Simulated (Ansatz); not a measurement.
# BeF+ (triplet): from Hartree-Fock to the top rungs at distance F1–Be2 = 1.683 Å, cc-pVTZ

The task here is to estimate one member of a computed series from the others.

The runs use Ansatz 0.2.0, Gaussian basis; cc-pVTZ, core rule «outside noble gas», up to 2 orbitals frozen.

To be run: UHF; CCSD(T) on ROHF; CCSD(T) on UHF; BCCD(T) on ROHF; CISD; CCSDT(Q) on ROHF; CCSDT(Q) on UHF; CASSCF and MRCISD+Q, 4 electrons in 4 orbitals; CASSCF and NEVPT2, 4 electrons in 4 orbitals.

21 further runs of the same task are left out: 12 for a known fault of the program, 8 that didn't finish, 1 set aside as unsound or not needed.

## The system

The geometry derives from a PBE0/def2-TZVP stationary point (not a proven minimum). One bond is set to the value named and the two fragments are kept rigid.

2 atoms, charge 1, spin multiplicity 3.

Atoms are counted from 1 here; the program's logs count them from 0.

Bond lengths: F1–Be2 1.683 Å.

Geometry (Å):

```xyz
2
BeF
F     0.0000    0.0000    0.0000
Be    0.0000    0.0000    1.6830
```

The first run:

in.yaml reads:

```yaml
crystal:
  periodic: [false, false, false]
  atoms:
    - {symbol: F, position_ang: [0.000000, 0.000000, 0.000000]}
    - {symbol: Be, position_ang: [0.000000, 0.000000, 1.683000]}
basis:
  gaussian: {orbitals: cc-pVTZ}
total_charge: 1
magnetization: {spin_polarized: true, initial_magnetization: 2}
hamiltonian: {xc: hf}
output: {orbitals: {seedname: orbitals}}
```

The run is started by

```sh
> ansatz run in.yaml --threads 1 --pin off --events-out ev --progress --plain --max-ram 2393MiB
```

Steps of the session up to this table: UHF; CCSD(T) on ROHF; CCSD(T) on UHF; BCCD(T) on ROHF; CISD; CCSDT(Q) on ROHF; CCSDT(Q) on UHF; CASSCF and MRCISD+Q, 4 electrons in 4 orbitals; CASSCF and NEVPT2, 4 electrons in 4 orbitals.

One table of the session follows, with a row left open; its other results are not shown here.

```
       method  from UCCSDT(Q) (kcal/mol)
         ROHF                          ?
          UHF                    +139.42
         RMP2                     +10.49
         UMP2                     +10.67
         CISD                      +6.32
        RCCSD                      +3.10
        UCCSD                      +3.02
     RCCSD(T)                      +0.28
     UCCSD(T)                      +0.23
      BCCD(T)                      +0.28
       RCCSDT                      +0.11
       UCCSDT                      +0.05
    RCCSDT(Q)                      +0.06
    UCCSDT(Q)                          0
  CASSCF pair                    +132.54
  NEVPT2 pair                      +9.84
  MRCISD pair                      +5.58
MRCISD+Q pair                      +1.06
```

Q: Estimate the row for ROHF from the others.

As computed: from UCCSDT(Q) (kcal/mol): +142.53. In the column «from UCCSDT(Q) (kcal/mol)» it is the highest.

To keep in mind: Restricted and unrestricted rows rest on different reference determinants; where their highest levels disagree by more than a few hundredths of an eV, they describe different states and don't form one ladder.
